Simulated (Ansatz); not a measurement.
Predict the output of the script below (Ansatz's Python interface).

`relaxed_scan_geh2s.py`:
```python
'''Relaxed scan of one distance in GeH2S.'''

import ansatz as az
import numpy as np

params = {
    'basis_set': 'def2-SVP',
    'xc': 'HF',
}

geometry_ang = [
    ('S', (-0.5434, -1.1505, 0.5933)),
    ('Ge', (-0.5614, 0.5903, -0.8496)),
    ('H', (0.774, -1.2484, 0.5086)),
    ('H', (0.3863, 1.7484, -0.2725)),
]
geh2s = az.Crystal.molecule()
for symbol, xyz in geometry_ang:
    geh2s = geh2s.atom(symbol, xyz)

base = (
    geh2s.calculation()
    .basis(gaussian=params['basis_set'])
    .functional(params['xc'])
    .scf(lower_state_search='off')
)
symbols = [site.symbol for site in geh2s.cartesian_sites]
pairs = [(0, 1), (0, 2), (1, 3)]
print('held (A)   E (eV)        ', '  '.join(f'{symbols[i]}{i}-{symbols[j]}{j}' for i, j in pairs))
for length in [1.48, 1.6, 1.73, 1.92, 2.17]:
    summary = base.relax(constraints=[az.DistanceConstraint((1, 3), at=length)], force_tolerance=0.02, max_steps=60).run(threads=1, pin='off').report
    xyz = np.array(summary['positions_ang'])
    print(f'{length:6.2f} {summary["free_energy_ev"]:14.5f}  ', '  '.join(f'{np.linalg.norm(xyz[i] - xyz[j]):.3f}' for i, j in pairs))
```

```console
$ python relaxed_scan_geh2s.py
held (A)   E (eV)         S0-Ge1  S0-H2  Ge1-H3
DeckWarning: relax.constraints: the input's atoms, or those drawn, lie off the distances that are held; a relaxation that starts there is brought onto them ahead of its first SCF, by positions alone, [...]
  1.48   -67311.96073   2.238  1.335  1.480
  1.60   -67312.04442   2.238  1.335  1.600
  1.73   -67311.90778   2.237  1.334  1.730
  1.92   -67311.48614   2.235  1.334  1.920
  2.17   -67310.78031   2.231  1.334  2.170
```
(Warnings from the package without file and line, shortened, repeats left out.)

Caveats:
- These settings explore the input space; basis and method may be short of convergence.
- The energies are electronic: no zero-point or thermal terms, and the basis set is short of its limit.
- Run time: 25 s on 1 thread of Arm Neoverse V2, on a shared host, peak memory 0.18 GiB.
